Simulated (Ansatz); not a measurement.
**TaV under changes of volume**

One of the cells (16.097 Å³/atom); the others are scaled copies at fixed shape and fractional positions:

```
CELL_PARAMETERS angstrom
1.60670 -2.30777 0.00000
1.60670 2.30777 0.00000
0.00000 0.00000 4.34136
ATOMIC_POSITIONS crystal
Ta 0.00000 0.00000 0.00000
V 0.50000 0.50000 0.50000
```

The cell comes from a database or a generator and needn't be the stable form of this composition.

| Quantity | Value |
| --- | --- |
| Program | Ansatz 0.2.0 |
| Functional | PBE |
| Potentials or basis | Ansatz PAW earlier set |
| Cutoff | 840 eV (not typed: the program's choice for these potentials) |
| k mesh | 10 × 10 × 6 |
| Occupations | fermi-dirac, width 0.05 eV |
| Spin | collinear spin, ferromagnetic start |
| Starting moments | [0.0, 2.0] μB |

| volume (Å³/atom) | energy over the lowest point (meV/atom) | pressure (GPa) |
| --- | --- | --- |
| 15.132 | 35.49 | 12.5 |
| 15.453 | ? | ? |
| 15.775 | 3.57 | 3.7 |
| 16.097 | 0.00 | -0.1 |
| 16.419 | 3.73 | -3.5 |
| 16.741 | 14.10 | -6.7 |
| 17.063 | 30.53 | -9.6 |

Question: What does the run at 15.453 Å³/atom give?

Answer: Energy over the lowest point 15.13 meV/atom; pressure 7.9 GPa.

Worked out: A Birch-Murnaghan fit of order 3 (a polynomial in V^(-2/3)) to the other rows has its minimum at 16.09 Å³/atom with B0 = V·E''(V) = 182 GPa and B' = 3.7 at fixed shape and positions, which overstates the stiffness. It gives 15.16 meV/atom at 15.453 Å³/atom, against the run's 15.13, and -dE/dV = 7.9 GPa, against 7.9.

Energies are extrapolated to zero smearing.

Caveats: the starting moments weren't kept.
